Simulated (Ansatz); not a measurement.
# LaN: the cost of one run

All numbers below are computed with Ansatz 0.2.0 (DFT, plane waves, PAW, no spin polarisation).

## 1. Starting point

The cell holds 16 atoms (La8N8): a = 7.926 Å, b = 7.926 Å, c = 7.926 Å, α = 60.00°, β = 60.00°, γ = 60.00°.

As a file:

```xyz
16
Lattice="0.0000 5.6048 5.6048 5.6048 0.0000 5.6048 5.6048 5.6048 0.0000" Properties=species:S:1:pos:R:3 pbc="T T T"
La    0.0000    0.0000    0.0000
N     1.4012    1.4012    1.4012
La    2.8024    2.8024    0.0000
N     4.2036    4.2036    1.4012
La    2.8024    0.0000    2.8024
N     4.2036    1.4012    4.2036
La    5.6048    2.8024    2.8024
N     7.0060    4.2036    4.2036
La    0.0000    2.8024    2.8024
N     1.4012    4.2036    4.2036
La    2.8024    5.6048    2.8024
N     4.2036    7.0060    4.2036
La    2.8024    2.8024    5.6048
N     4.2036    4.2036    7.0060
La    5.6048    5.6048    5.6048
N     7.0060    7.0060    7.0060
```

## 2. Run 1: PBEsol

The input, input.yaml:

```yaml
crystal:
  lattice:
    - [0.0, 5.6047689224, 5.6047689224]
    - [5.6047689224, 0.0, 5.6047689224]
    - [5.6047689224, 5.6047689224, 0.0]
  atoms:
    - { symbol: La, position: [0.0, 0.0, 0.0] }
    - { symbol: "N", position: [0.125, 0.125, 0.125] }
    - { symbol: La, position: [0.0, 0.0, 0.5] }
    - { symbol: "N", position: [0.125, 0.125, 0.625] }
    - { symbol: La, position: [0.0, 0.5, 0.0] }
    - { symbol: "N", position: [0.125, 0.625, 0.125] }
    - { symbol: La, position: [0.0, 0.5, 0.5] }
    - { symbol: "N", position: [0.125, 0.625, 0.625] }
    - { symbol: La, position: [0.5, 0.0, 0.0] }
    - { symbol: "N", position: [0.625, 0.125, 0.125] }
    - { symbol: La, position: [0.5, 0.0, 0.5] }
    - { symbol: "N", position: [0.625, 0.125, 0.625] }
    - { symbol: La, position: [0.5, 0.5, 0.0] }
    - { symbol: "N", position: [0.625, 0.625, 0.125] }
    - { symbol: La, position: [0.5, 0.5, 0.5] }
    - { symbol: "N", position: [0.625, 0.625, 0.625] }
kpoints:
  mp_grid: { grid: [2, 2, 2] }
hamiltonian:
  xc: pbesol
scf:
  occupations: { method: fermi_dirac, width: 0.026 }
md:
  ensemble: nve
  temperature: 300
  timestep: 2.0
  n_steps: 30
  initial_velocities: maxwell_boltzmann
  seed: 8795
```

On the command line:

```
$ ansatz run input.yaml --threads 4 --pin off --max-ram 3686MiB --backend cpu --events-out ev --progress --plain --runs-dir out
```

Q: Estimate wall time and peak memory on 4 threads of Arm Neoverse N1, shared host.

About 2.5 min, with a peak of 1.2 GiB.
